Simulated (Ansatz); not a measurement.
Run this with the Python package of Ansatz (0.2.0) and show what comes out.

Input file `sb2au.vasp`:
```text
Sb2Au
1.0
   0.00000000    3.32800000    3.32800000
   3.32800000    0.00000000    3.32800000
   3.32800000    3.32800000    0.00000000
Sb Au
2 1
Direct
   0.25000000    0.25000000    0.25000000
   0.75000000    0.75000000    0.75000000
   0.00000000    0.00000000    0.00000000
```

Script `sb2au_slab.py`:
```python
"""Slab calculation for Sb2Au."""

from dataclasses import dataclass

import ansatz
from ase.build import surface
from ase.io import read
import numpy as np


@dataclass(frozen=True)
class Settings:
    scf_tol: float = 1e-09
    width_ev: float = 0.1
    mixing_beta: float = 0.4


opts = Settings()

atoms = read("sb2au.vasp", format="vasp")
# Miller indices count the vectors of the cell as typed
slab = surface(atoms, (0, 0, 1), 2, vacuum=6.0)
slab.pbc = True

print(slab.get_chemical_formula(), "area {:.3f} A^2, cell height {:.2f} A".format(np.linalg.norm(np.cross(slab.cell[0], slab.cell[1])), slab.cell[2, 2]))


def common(structure):
    return (
        ansatz.Crystal.from_ase(structure).calculation()
        .functional(ansatz.Functional.R2SCAN)
        .scf(tolerance=opts.scf_tol)
        .basis(28 * ansatz.Ry, density_ratio=4)
        .occupations(ansatz.OccupationsMethod.FERMI_DIRAC, width=opts.width_ev)  # fractional filling near the Fermi level
        .mixing("broyden", ndim=12, beta=opts.mixing_beta)
    )


calc = (
    common(slab)
    .kpoints(4, 4, 1)  # the mesh must be finer for metals
    .electric_field(axis=3, dipole_correction=True)
    .potential()  # keep the local potentials
    .forces()
)
result = calc.run()
data = result.report

print(f"slab free energy {data['free_energy_ev']:.4f} eV, Fermi level {data['fermi_energy_ev']:.3f} eV")
face = data["work_function"]
print("work function (eV), upper and lower face:", *(round(face[k], 3) for k in ("phi_plus_ev", "phi_minus_ev") if face.get(k) is not None))
print(f"dipole {face['dipole_moment_e_ang']:+.4f} e A")

# two faces, so half the excess energy for each
bulk = common(atoms).kpoints(6, 6, 6).run().report
excess = data["free_energy_ev"] - bulk["free_energy_ev"] * len(slab) / len(atoms)
area = np.linalg.norm(np.cross(slab.cell[0], slab.cell[1]))
print(f"mean surface energy {excess / (2 * area) * 16.02177:.3f} J/m^2 ({1000 * excess / (2 * area):.1f} meV/A^2)")

print("z (A) and force along z (eV/A)")
for site, force in sorted(zip(result.lattice.sites, data["forces_ev_ang"]), key=lambda pair: pair[0].position_ang[2]):
    print(f"{site.symbol:3s} {site.position_ang[2]:8.3f} {force[2]:9.4f}")
```

```console
$ python sb2au_slab.py
Au2Sb4 area 19.183 A^2, cell height 18.72 A
DeckWarning: basis.ecutwfc = 380.959407443832 eV is below the records' recommended 500 eV, and the density's cutoff is lower with it unless basis.ecutrho_ratio is high enough to keep the records' density cutoff: compare with a run at a higher cutoff
DeckWarning: basis.ecutrho_ratio = 4 (ecutrho = 1523.837629775328 eV) is below the records' recommended 2000 eV
RunWarning: efield: at this solve's end the planar-averaged density reaches 3.06e-5 e/Å³ inside the ramp window [0.8966, 0.1034] (bound 1e-5 e/Å³), and -1.14e-5 e/Å³ on another of its planes; by the running means of the window's planes the mean density over a ramp is at most 2.14e-5 e/Å³, which is held to the bound [...]
RunWarning: The output density's exchange-correlation potential varies sharply where the density is thin. Do not read a vacuum level from v_tot or v_xc, or from such a field of the output density. On a cell that repeats whose density bears no net charge and no dipole along the vacuum's axis use v_es (v_loc + v_h of [...]
slab free energy -52320.4552 eV, Fermi level 2.735 eV
work function (eV), upper and lower face: 4.202 4.774
dipole +0.0607 e A
mean surface energy 0.765 J/m^2 (47.7 meV/A^2)
z (A) and force along z (eV/A)
Au     6.000    0.8873
Sb     6.961   -1.0945
Sb     8.882   -0.8230
Au     9.843    0.1733
Sb    10.804    2.0344
Sb    12.725   -1.1776
```
(Warnings from the package without file and line, shortened.)

Caveats:
- The settings weren't tested for convergence.
- The cutoff lies under the one recommended for these potentials.
- The density doesn't vanish in the vacuum (a short gap or a low cutoff), which blurs the vacuum level.
- An absolute Fermi energy rests on an arbitrary zero of the periodic potential and has no direct meaning.
- Spin-orbit coupling, which matters for elements this heavy, is left out.
- The structure is a deposited one; some such entries were measured under pressure or heat, so a shift against it needn't be the functional's error alone.
- The slab is thin and cut from the structure as given; a cut can leave two unlike or polar faces, and the surface energy is then their mean. Miller indices refer to the vectors of the cell as typed, and the lattice isn't relaxed for this functional, so relaxation and surface energy can hold strain.
- Hardware and time: 28 s on 1 thread of Arm Neoverse V1, with other jobs on the host, peak memory 0.96 GiB.

(Lines on the test bed's own set-up are left out of the output.)
